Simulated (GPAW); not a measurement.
A run of GPAW 26.7.0 is set up as follows.

File run.py:

```python
from ase.calculators.mixing import SumCalculator
from ase.filters import FrechetCellFilter
from ase.io import read, write
from ase.optimize import BFGS
from dftd3.ase import DFTD3
from gpaw import GPAW, PW

atoms = read('SiF.xyz')

calc = GPAW(mode=PW(800),
            xc='RPBE',
            kpts={'size': (7, 7, 7), 'gamma': True},
            occupations={'name': 'fermi-dirac', 'width': 0.05},
            nbands=13,
            convergence={'density': 1e-05, 'forces': 0.0001},
            maxiter=150,
            txt='gpaw.txt')
atoms.calc = SumCalculator([calc, DFTD3(damping='d3bj', params_tweaks=dict(method='rpbe', atm=True))])
opt = BFGS(FrechetCellFilter(atoms), trajectory='relax.traj', logfile='-')
done = opt.run(fmax=0.02, steps=60)
calc.write('gs.gpw')
write('result.traj', atoms)
print('Converged:', done)
print('Cell:', atoms.cell.cellpar().round(4))
print('Volume:', round(atoms.get_volume(), 4))
print(atoms.get_scaled_positions().round(5))
```

The input SiF.xyz:

```xyz
2
Lattice="1.3385993048 0.7728406690 3.8983100000 -1.3385993048 0.7728406690 3.8983100000 0.0000000000 -1.5456813379 3.8983100000" Properties=species:S:1:pos:R:3 pbc="T T T"
Si     0.0000000000      0.0000000001      5.8474650000
F      0.0000000000      0.0000000000      0.0000000000
```

Potentials or basis: the program's PAW data sets (release 1.2.1) made for this functional, pw.

Run with:

```bash
$ OMP_NUM_THREADS=1 python run.py
```

**Question.** Predict the band gap on the k mesh.

**Answer.** None (metal or under the smearing width).

**Question.** What does it give for the relaxed cell?

**Answer.** a = 4.097 Å, b = 4.097 Å, c = 4.097 Å, α = 36.48°, β = 36.48°, γ = 36.48°.

**Question.** What does it give for the dispersion energy per atom?

**Answer.** -0.869 eV.

Final structure:
```
CELL_PARAMETERS angstrom
1.28227 0.74032 3.81979
-1.28227 0.74032 3.81979
0.00000 -1.48063 3.81979
ATOMIC_POSITIONS crystal
Si 0.50000 0.50000 0.50000
F 0.00000 0.00000 0.00000
```

Caveat: the k mesh is coarse (spacing up to 0.39 Å⁻¹), so the values aren't converged; later steps reuse the first step's grids; an odd number of electrons without spin polarisation forces a metal; a magnetic or distorted state may lie lower; the program warned that so skewed a cell can give wrong results.
